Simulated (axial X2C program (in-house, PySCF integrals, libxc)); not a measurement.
# TeSe⁺: bond curves with and without spin–orbit coupling, part 1 of 2

Aim: find the lowest determinant of TeSe⁺, scan the bond at several levels and fit the constants, once spin-free and once with spin–orbit coupling.

Program: an in-house X2C program for linear molecules on PySCF integrals. Level of theory: all-electron X2C, Te dyall-cv3z, Se dyall-cv3z. These are calculated values, not measurements.

## Step 1: The job

Contents of task.json:

```json
{
 "zs": [
  52,
  34
 ],
 "q": 1,
 "bas": [
  "dyall-cv3z",
  "dyall-cv3z"
 ],
 "levels": [
  "PBE0",
  "HF",
  "PW91"
 ],
 "cc": true,
 "r0": 2.35,
 "thr": -1.0,
 "nmax": 90,
 "npts": 10,
 "nst": 2,
 "ntry": 6
}
```

Keys: zs atomic numbers; q charge; bas basis sets; levels methods (HF also brings MP2); cc coupled cluster on or off; r0 starting distance in Å; thr threshold in hartree for freezing inner shells (an s shell follows its p shell); nmax most natural virtual spinors; npts points asked for on the curve; nst determinants followed; ntry starts of the search.

Run with:

```console
$ python so2c.py task.json out
```

Spin-free means the one-electron spin-free X2C Hamiltonian; two-component (2c) means X2C with spin–orbit coupling and atomic mean-field two-electron Coulomb and Gaunt terms. Basis: Te dyall-cv3z contracted to [11s12p8d4f1g], Se dyall-cv3z contracted to [8s9p6d4f1g]; Gaussian nuclei, density fitting. Masses: Te 129.906 u, Se 79.917 u.

Notation: σ, π±, δ± give the projection m of an orbital's angular momentum (0, ±1, ±2), α and β its spin, Λ and M_S the sums; ω is the projection of a spinor's total angular momentum and Ω the sum. Logs are in hartree.

The results follow Hamiltonian by Hamiltonian and level by level.

## Step 2: Search for the lowest determinant

PBE0 moves the distance from 2.350 Å to 2.290 Å and compares determinants there.

Spin-free determinants:

```
ΔE (eV)             state                                  open shells
   0.00  M_S = 1/2, Λ = 1                    beyond closed shells: π+α
   1.40  M_S = 3/2, Λ = 1  beyond closed shells: 2 × π+α, π+β, 2 × π-α
   2.45  M_S = 1/2, Λ = 1  beyond closed shells: π+α, 2 × π+β, 2 × π-α
   2.45  M_S = 1/2, Λ = 3  beyond closed shells: 2 × π+α, 2 × π+β, π-α
   2.81  M_S = 3/2, Λ = 0           beyond closed shells: σα, π+α, π-α
   3.31  M_S = 1/2, Λ = 0           beyond closed shells: σβ, π+α, π-α
   3.69  M_S = 1/2, Λ = 2           beyond closed shells: σα, π+α, π+β
```

Two-component determinants:

```json
{"ΔE (eV)": "0.00", "state": "Ω = 1/2", "open shells": "excess of +ω over −ω: ω = 1/2"}
{"ΔE (eV)": "0.43", "state": "Ω = 3/2", "open shells": "excess of +ω over −ω: ω = 3/2"}
{"ΔE (eV)": "1.48", "state": "Ω = 5/2", "open shells": "excess of +ω over −ω: ω = -1/2, 2 × ω = 3/2"}
{"ΔE (eV)": "1.83", "state": "Ω = 1/2", "open shells": "excess of +ω over −ω: 2 × ω = -1/2, ω = 3/2"}
{"ΔE (eV)": "2.06", "state": "Ω = 3/2", "open shells": "excess of +ω over −ω: ω = 3/2"}
{"ΔE (eV)": "2.52", "state": "Ω = 7/2", "open shells": "excess of +ω over −ω: ω = 1/2, 2 × ω = 3/2"}
{"ΔE (eV)": "2.88", "state": "Ω = 5/2", "open shells": "excess of +ω over −ω: 2 × ω = 1/2, ω = 3/2"}
```

## Step 3: PBE0, spin-free

State followed: M_S = 1/2, Λ = 1 (beyond closed shells: π+α). The scan is laid around 2.290 Å, a first estimate of the minimum, and this SCF restarts from the orbitals of the search.

Output at 2.290 Å:

```text
spin-free X2C-1e  PBE0
basis functions 226  fitting functions 1219  grid points 5799
iter        total energy     max residual
   1      -9222.857546052     2.02e-06
   2      -9222.857546052     4.34e-06
converged
one-electron -13494.60418017  Coulomb 4128.63106880  exact exchange -65.34123571  xc functional -200.09573561  nuclear repulsion 408.55253664
```

Along the bond, energies from the lowest point:

| R (Å) | E (eV) | μ (D) | HOMO (eV) | LUMO (eV) | iterations |
| --- | --- | --- | --- | --- | --- |
| 1.992 | 1.5517 | -0.38 | -12.26 | -10.41 | 11 |
| 2.084 | 0.6210 | -0.42 | -12.42 | -10.58 | 11 |
| 2.153 | 0.2326 | -0.45 | -12.54 | -10.71 | 14 |
| 2.221 | 0.0414 | -0.48 | -12.65 | -10.82 | 14 |
| 2.290 | 0.0000 | -0.50 | -12.75 | -10.93 | 2 |
| 2.370 | 0.0913 | -0.54 | -12.85 | -11.03 | 14 |
| 2.450 | 0.2759 | -0.67 | -12.89 | -10.97 | 40 |
| 2.553 | 0.5618 | -0.82 | -12.86 | -10.79 | 13 |
| 2.679 | 0.9424 | -1.01 | -12.78 | -10.57 | 13 |
| 2.862 | 1.4983 | -1.30 | -12.58 | -10.46 | 13 |

Dipoles are positive if Se is the positive end and refer to the centre of mass.

Outer orbitals at the reference distance:

```tsv
symmetry	occupied	ε (eV)	atomic character
σα	yes	-27.73	58% Se s, 27% Te s, 7% Te p
σβ	yes	-27.34	57% Se s, 26% Te s, 8% Te p
σα	yes	-23.16	55% Te s, 25% Se s, 11% Se p
σβ	yes	-22.45	55% Te s, 25% Se s, 12% Se p
σα	yes	-16.18	46% Se p, 41% Te p, 6% Te s
σβ	yes	-15.93	46% Se p, 41% Te p, 7% Te s
π+α	yes	-15.54	52% Se p, 44% Te p
π-α	yes	-15.07	50% Se p, 46% Te p, 2% Te d
π+β	yes	-14.66	53% Se p, 42% Te p, 3% Te d
π-β	yes	-14.66	53% Se p, 42% Te p, 3% Te d
π+α	yes	-12.75	52% Te p, 42% Se p, 3% Te d
π-α	no	-10.93	50% Te p, 44% Se p, 3% Te d
π-β	no	-10.29	54% Te p, 40% Se p, 3% Te d
π+β	no	-10.29	54% Te p, 40% Se p, 3% Te d
σα	no	-7.04	36% Te p, 26% Se p, 19% Te d
```

PBE0 fields in the half plane through the axis: z from -2.4 to 4.5 Å across, distance from the axis 0.15 to 2.25 Å upwards; Te lies at z = 0 and Se at z = 2.290 Å; the ELF is damped to zero where the density is low.

log10 density (e/bohr³). Ten even steps from '0' (-4.79 ) to '9' (1.83 ):
```
001112222222222222211100
011222333333333333222110
012233344443333433332210
112334444444444444433211
123344555555455555443321
123445566655555565544321
223455677765556776554322
223455689865567897654332
```

ELF. Ten even steps from '0' (0.00 ) to '9' (0.82 ):
```
000001222210000111000000
000024565432112333210000
000257888754345666541000
002479998876567899864100
013689865567778899986300
014798433236886447998410
025885379724862452698620
026884569653843846399620
```

No constants are quoted: the points don't follow one smooth fit.

## Step 4: HF, spin-free

Output at 2.290 Å:

```text
spin-free X2C-1e  HF
basis functions 226  fitting functions 1219  grid points 5799
iter        total energy     max residual
   1      -9218.785517580     2.62e-01
   2      -9218.819015358     6.10e-03
   3      -9218.820003334     3.59e-03
   4      -9218.820359858     2.56e-03
   5      -9218.820613355     1.41e-03
   6      -9218.820812289     1.91e-03
   7      -9218.820699711     1.81e-03
   8      -9218.820038830     3.87e-04
   9      -9218.820015176     1.62e-04
  10      -9218.820015282     8.16e-05
  11      -9218.820015676     4.11e-05
  12      -9218.820015762     2.24e-05
  13      -9218.820015793     7.91e-06
  14      -9218.820015797     4.17e-06
  15      -9218.820015798     1.73e-06
converged
one-electron -13492.90896667  Coulomb 4127.01158461  exact exchange -261.47517038  xc functional 0.00000000  nuclear repulsion 408.55253664
```

On the way the iterations pass 0.022 eV below the final energy, so this may not be the lowest solution of its occupation.

No constants are quoted: the dipole of the solution doesn't run smoothly along the scan, a sign that its character may change, so the fit is set aside.

## Step 5: PW91, spin-free

Output at 2.290 Å:

```text
spin-free X2C-1e  PW91
basis functions 226  fitting functions 1219  grid points 5799
iter        total energy     max residual
   1      -9224.227709752     9.14e-02
   2      -9224.233316933     4.72e-03
   3      -9224.222891773     1.93e-02
   4      -9224.232335835     6.09e-03
   5      -9224.233607955     1.52e-03
   6      -9224.233703585     9.43e-05
   7      -9224.233703869     7.69e-05
   8      -9224.233704115     2.02e-05
   9      -9224.233704166     1.01e-05
  10      -9224.233704170     3.78e-06
  11      -9224.233704170     5.14e-07
converged
one-electron -13494.98570682  Coulomb 4129.00473820  exact exchange 0.00000000  xc functional -266.80527220  nuclear repulsion 408.55253664
```

Re = 2.314 Å, ωe = 342 cm⁻¹, ωexe = 0.661 cm⁻¹, Be = 0.06361 cm⁻¹, De = 4.02 eV, μ = -0.39 D.

## Step 6: Correlated methods, spin-free

Correlated methods: 11 electrons correlated (frozen shells, counted by type: Te 4 s, 3 p, 2 d; Se 3 s, 2 p, 1 d), 271 virtual spinors in MP2, 90 natural virtuals in coupled cluster.

Output of the correlated part at 2.290 Å:

```text
correlated 11  virtual 271  natural virtual 90  E(MP2) -0.274005609  MP2 remainder -0.008477996
iter   CCSD correlation   residual
   1     -0.268011511   1.61e-01
   2     -0.277681740   6.71e-02
   3     -0.280780090   2.76e-02
   4     -0.280897920   9.26e-03
   5     -0.280940799   4.27e-03
   6     -0.280927422   1.78e-03
   7     -0.280930535   1.07e-03
   8     -0.280942935   6.76e-04
   9     -0.280937938   3.42e-04
  10     -0.280942690   1.45e-04
  11     -0.280940915   6.10e-05
  12     -0.280941947   3.48e-05
  13     -0.280941811   2.01e-05
  14     -0.280941628   1.19e-05
  15     -0.280941758   5.29e-06
  16     -0.280941773   1.74e-06
(T) -0.018603834  T1 0.0269  D1 0.0520  max T2 0.138
```

T1 in the output is the amplitude norm over the root of the electron number; divide by √2 for the Lee–Taylor value.

MP2: No constants are quoted: the dipole of the HF reference doesn't run smoothly along the scan, a sign that its character may change, so the fit is set aside.

CCSD: No constants are quoted: the dipole of the HF reference doesn't run smoothly along the scan, a sign that its character may change, so the fit is set aside.

CCSD(T): No constants are quoted: the dipole of the HF reference doesn't run smoothly along the scan, a sign that its character may change, so the fit is set aside.

## Step 7: A higher determinant, spin-free

State: M_S = 3/2, Λ = 1 (beyond closed shells: 2 × π+α, π+β, 2 × π-α).

Output at the reference distance:

```text
spin-free X2C-1e  PBE0
basis functions 226  fitting functions 1219  grid points 5799
iter        total energy     max residual
   1      -9222.806112893     6.85e-06
   2      -9222.806112897     9.06e-06
   3      -9222.806112899     3.87e-06
   4      -9222.806112900     2.21e-06
converged
one-electron -13494.84595064  Coulomb 4128.99883328  exact exchange -65.37200352  xc functional -200.13952866  nuclear repulsion 408.55253664
```

```csv
R (Å),E above the lowest PBE0 point (eV)
1.992,4.586
2.084,3.093
2.153,2.318
2.221,1.769
2.290,1.400
2.370,1.143
2.450,1.028
2.553,1.033
2.679,1.193
```

Re = 2.497 Å, ωe = 274.2 cm⁻¹, ωexe = 0.54 cm⁻¹, Be = 0.05465 cm⁻¹, μ = -0.16 D.

## Step 8: The spin-free curves together

Energy (eV) of the followed determinant, spin-free, from each level's lowest point:

```
R (Å)   PBE0  HF (dipole not smooth)  MP2 (HF's dipole not smooth)  CCSD (HF's dipole not smooth)  CCSD(T) (HF's dipole not smooth)   PW91
1.992  1.552                   1.341                         1.941                            n/a                               n/a  1.787
2.084  0.621                   0.466                         0.895                          0.750                             0.838  0.789
2.153  0.233                   0.129                         0.414                          0.313                             0.374  0.346
2.221  0.041                   0.000                         0.142                          0.080                             0.112  0.099
2.290  0.000                   0.030                         0.015                          0.000                             0.000  0.000
2.370  0.091                   0.215                         0.000                          0.050                             0.010  0.024
2.450  0.276                   0.516                         0.081                          0.210                             0.128  0.156
2.553  0.562                   1.016                         0.270                          0.522                             0.381  0.430
2.679  0.942                   1.726                         0.560                            n/a                               n/a  0.858
2.862  1.498                   0.188                         2.178                            n/a                               n/a  1.550
```

(Continued in part 2 of 2.)
